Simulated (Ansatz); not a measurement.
**GaH8NSi2: basis-set convergence**

The task here is to estimate one member of a computed series from the others.

Method: one geometry, several basis sets; program: Ansatz 0.2.0, Gaussian basis.

The runs, in order: PBE0-D4/def2-SVP; ωB97M-V/def2-SVP; PBE0-D4/def2-QZVPP; ωB97M-V/def2-QZVPP; the functionals' def2-TZVPP values are taken from earlier runs.

## The geometry

The geometry comes from an earlier relaxation with PBE0-D4 in a triple-zeta def2 set; it is a stationary point, not always the lowest conformer.

SMILES `[SiH3][N]([SiH3])[GaH2]`, 12 atoms, charge 0, spin multiplicity 1.

Atoms are counted from 1 here; the program's logs count them from 0.

Bond lengths: Si1–N2 1.735 Å, Si1–H5 1.485 Å, Si1–H6 1.490 Å, Si1–H7 1.489 Å, N2–Si3 1.735 Å, N2–Ga4 1.854 Å, Si3–H8 1.485 Å, Si3–H9 1.490 Å, Si3–H10 1.489 Å, Ga4–H11 1.559 Å, Ga4–H12 1.559 Å. Angles: N2–Si1–H5 109.3°, N2–Si1–H6 110.9°, N2–Si1–H7 111.0°, H5–Si1–H6 109.1°, H5–Si1–H7 109.0°, H6–Si1–H7 107.4°, Si1–N2–Si3 119.0°, Si1–N2–Ga4 120.5°, Si3–N2–Ga4 120.5°, N2–Si3–H8 109.3°, N2–Si3–H9 110.9°, N2–Si3–H10 111.0°, H8–Si3–H9 109.1°, H8–Si3–H10 109.0°, H9–Si3–H10 107.4°, N2–Ga4–H11 116.1°, N2–Ga4–H12 116.1°, H11–Ga4–H12 127.8°.

The first run:

in.yaml

```yaml
crystal:
  periodic: [false, false, false]
  atoms:
    - {symbol: Si, position_ang: [-0.429443, 1.399105, -0.800204]}
    - {symbol: N, position_ang: [-0.056209, -0.119470, -0.048691]}
    - {symbol: Si, position_ang: [1.016146, -0.143478, 1.314989]}
    - {symbol: Ga, position_ang: [-0.791869, -1.694494, -0.694625]}
    - {symbol: H, position_ang: [-1.391378, 1.175192, -1.909702]}
    - {symbol: H, position_ang: [-1.030053, 2.343868, 0.182404]}
    - {symbol: H, position_ang: [0.798558, 2.042632, -1.344701]}
    - {symbol: H, position_ang: [1.206143, -1.545892, 1.766190]}
    - {symbol: H, position_ang: [2.340975, 0.437360, 0.959522]}
    - {symbol: H, position_ang: [0.464960, 0.659294, 2.442051]}
    - {symbol: H, position_ang: [-1.741344, -1.554607, -1.923596]}
    - {symbol: H, position_ang: [-0.386508, -2.999519, 0.056384]}
basis:
  gaussian: {orbitals: def2-SVP}
hamiltonian: {xc: pbe0, dispersion: d4}
output: {orbitals: {seedname: orbitals}}
```

Steps of the session up to this table: PBE0-D4 in def2-SVP; ωB97M-V in def2-SVP; PBE0-D4 in def2-QZVPP; ωB97M-V in def2-QZVPP.

One of the session's tables, all rows but one given; the rest of the session is left out.

It belongs to the step «Density functionals: the series». 

```
functional       basis  HOMO (eV)  LUMO (eV)
   PBE0-D4    def2-SVP      -7.70      -1.30
   PBE0-D4  def2-TZVPP      -7.76      -1.38
   PBE0-D4  def2-QZVPP      -7.77      -1.43
   ωB97M-V    def2-SVP          ?          ?
   ωB97M-V  def2-TZVPP     -10.01       0.28
   ωB97M-V  def2-QZVPP     -10.01       0.07
```

**Question.** Estimate the row for ωB97M-V, def2-SVP.

The run gave: HOMO (eV): -9.89; LUMO (eV): 0.41. In the column «HOMO (eV)» it lies between ωB97M-V, def2-QZVPP (-10.01) and PBE0-D4, def2-QZVPP (-7.77).
